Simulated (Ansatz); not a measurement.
# BH6NOSi: the cost of one run

All numbers below are computed with Ansatz 0.2.0 (RHF/6-31G*).

### Step 1. The system as given

Bond lengths: N1–B2 1.399 Å, B2–O3 1.370 Å, B2–Si4 1.973 Å, N1–H5 1.007 Å, N1–H6 1.003 Å, O3–H7 0.955 Å, Si4–H8 1.474 Å, Si4–H9 1.471 Å, Si4–H10 1.476 Å. Angles: N1–B2–O3 114.2°, N1–B2–Si4 121.3°, O3–B2–Si4 124.5°, B2–N1–H5 121.8°, B2–N1–H6 124.7°, H5–N1–H6 113.4°, B2–O3–H7 116.3°, B2–Si4–H8 113.8°, B2–Si4–H9 114.7°, B2–Si4–H10 113.4°, H8–Si4–H9 104.7°, H8–Si4–H10 103.9°, H9–Si4–H10 105.4°.

Coordinates:

```xyz
10

N    -0.3518    1.4785   -0.7218
B     0.3679    0.3484   -0.3187
O     1.6649    0.3210   -0.7589
Si   -0.4713   -1.0632    0.7750
H     0.0645    2.1985   -1.2887
H    -1.3108    1.6589   -0.4883
H     2.1851   -0.4356   -0.4974
H    -1.1030   -2.1322   -0.0183
H    -1.5323   -0.5921    1.6791
H     0.4867   -1.7823    1.6380
```

### Step 2. Relaxing end A

input.yaml

```yaml
crystal:
  periodic: [false, false, false]
  atoms:
    - { symbol: "N", position_ang: [-0.35177, 1.47853, -0.72175] }
    - { symbol: B, position_ang: [0.36789, 0.34837, -0.31872] }
    - { symbol: O, position_ang: [1.66489, 0.32102, -0.7589] }
    - { symbol: Si, position_ang: [-0.47129, -1.06317, 0.77501] }
    - { symbol: H, position_ang: [0.06447, 2.19853, -1.28873] }
    - { symbol: H, position_ang: [-1.31076, 1.65895, -0.4883] }
    - { symbol: H, position_ang: [2.18511, -0.43562, -0.49739] }
    - { symbol: H, position_ang: [-1.103, -2.13222, -0.01826] }
    - { symbol: H, position_ang: [-1.53227, -0.59207, 1.67906] }
    - { symbol: H, position_ang: [0.48674, -1.78232, 1.63799] }
basis:
  gaussian: { orbitals: "6-31G*" }
hamiltonian:
  xc: hf
relax:
  f_tol: 0.02
  max_steps: 50
output:
  orbitals: {}
```

Command:

```
> ansatz run input.yaml --threads 1 --pin off --max-ram 2048MiB --backend cpu --events-out ev --progress --plain --runs-dir out
```

What time and memory should one allow on 1 thread of Arm Neoverse V2, shared host?

About 25 s, with a peak of 0.14 GiB.
